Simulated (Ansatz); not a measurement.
# BH3OZn: taking an electron away

An exercise on one series of results from a longer session: the logs are not shown, and one member is left open.

Program: Ansatz 0.2.0, Gaussian basis. Level of theory: unrestricted cation, the program's frozen cores in correlated methods. These are calculated values, not measurements.

The runs, in order: UKS PBE-D4/def2-TZVPP; UKS r2SCAN-D4/def2-TZVPP; UKS PBE0-D4/def2-TZVPP; UKS B3LYP-D4/def2-TZVPP; UKS wB97X-V/def2-TZVPP; UKS wB97M-V/def2-TZVPP; UKS B2PLYP (frozen core with 3s3p of Cu, Zn)/def2-TZVPP; UHF-CCSD(T) with 3s3p of Cu, Zn/def2-TZVPP; UHF-MP2 with 3s3p of Cu, Zn/def2-QZVPP; extrapolation to the limit; then −ε(HOMO) from the neutral's earlier runs with LDA (SPW92), PBE-D4, revPBE-D4, BLYP-D4, r2SCAN-D4, B97M-V, PBE0-D4, B3LYP-D4, r2SCANh-D4, r2SCAN0-D4, HSE06-D4, BHLYP-D4, CAM-B3LYP-D4, LC-ωPBE, ωB97X-V, ωB97M-V.

### Structure used throughout

All runs share one geometry, relaxed beforehand with PBE0-D4 in a triple-zeta def2 set.

SMILES `[BH2][Zn][OH]`, 6 atoms, charge 0, spin multiplicity 1.

Atoms are counted from 1 here; the program's logs count them from 0.

Bond lengths: B1–Zn2 2.036 Å, B1–H4 1.197 Å, B1–H5 1.197 Å, Zn2–O3 1.783 Å, O3–H6 0.958 Å. Angles: Zn2–B1–H4 122.1°, Zn2–B1–H5 121.9°, H4–B1–H5 116.0°, B1–Zn2–O3 176.1°, Zn2–O3–H6 118.1°.

Set-up of the first run:

File in.yaml:

```yaml
crystal:
  periodic: [false, false, false]
  atoms:
    - {symbol: B, position_ang: [-1.105582, 0.409385, -0.906529]}
    - {symbol: Zn, position_ang: [0.421094, -0.026509, 0.368434]}
    - {symbol: O, position_ang: [1.765417, -0.289779, 1.509982]}
    - {symbol: H, position_ang: [-1.663866, -0.437195, -1.543047]}
    - {symbol: H, position_ang: [-1.498497, 1.529226, -1.064790]}
    - {symbol: H, position_ang: [2.081444, -1.185128, 1.635950]}
basis:
  gaussian: {orbitals: def2-TZVPP}
total_charge: 1
magnetization: {spin_polarized: true, initial_magnetization: 1}
hamiltonian: {xc: pbe, dispersion: d4}
```

The run is started by

```bash
$ ansatz run in.yaml --threads 2 --pin off --events-out ev --progress --plain --max-ram 4352MiB
```

Steps of the session up to this table: Cation, UKS PBE-D4/def2-TZVPP; Cation, UKS r2SCAN-D4/def2-TZVPP; Cation, UKS PBE0-D4/def2-TZVPP; Cation, UKS B3LYP-D4/def2-TZVPP; Cation, UKS wB97X-V/def2-TZVPP; Cation, UKS wB97M-V/def2-TZVPP; Cation, UKS B2PLYP (frozen core with 3s3p of Cu, Zn)/def2-TZVPP; Cation, UHF-CCSD(T) with 3s3p of Cu, Zn/def2-TZVPP; Cation, UHF-MP2 with 3s3p of Cu, Zn/def2-QZVPP.

One table of the session follows, with a row left open; its other results are not shown here.

Orbital estimates, from the neutral's runs:

| functional | −ε(HOMO) (eV) |
| --- | --- |
| LDA (SPW92) | 6.76 |
| PBE-D4 | ? |
| revPBE-D4 | 6.44 |
| BLYP-D4 | 6.42 |
| r2SCAN-D4 | 6.80 |
| B97M-V | 6.83 |
| PBE0-D4 | 7.82 |
| B3LYP-D4 | 7.64 |
| r2SCANh-D4 | 7.33 |
| r2SCAN0-D4 | 7.99 |
| HSE06-D4 | 7.41 |
| BHLYP-D4 | 8.89 |
| CAM-B3LYP-D4 | 9.20 |
| LC-ωPBE | 10.55 |
| ωB97X-V | 10.15 |
| ωB97M-V | 10.03 |

Estimate the missing values for PBE-D4.

The run gave: −ε(HOMO) (eV): 6.52. In the column «−ε(HOMO) (eV)» it lies between revPBE-D4 (6.44) and LDA (SPW92) (6.76).
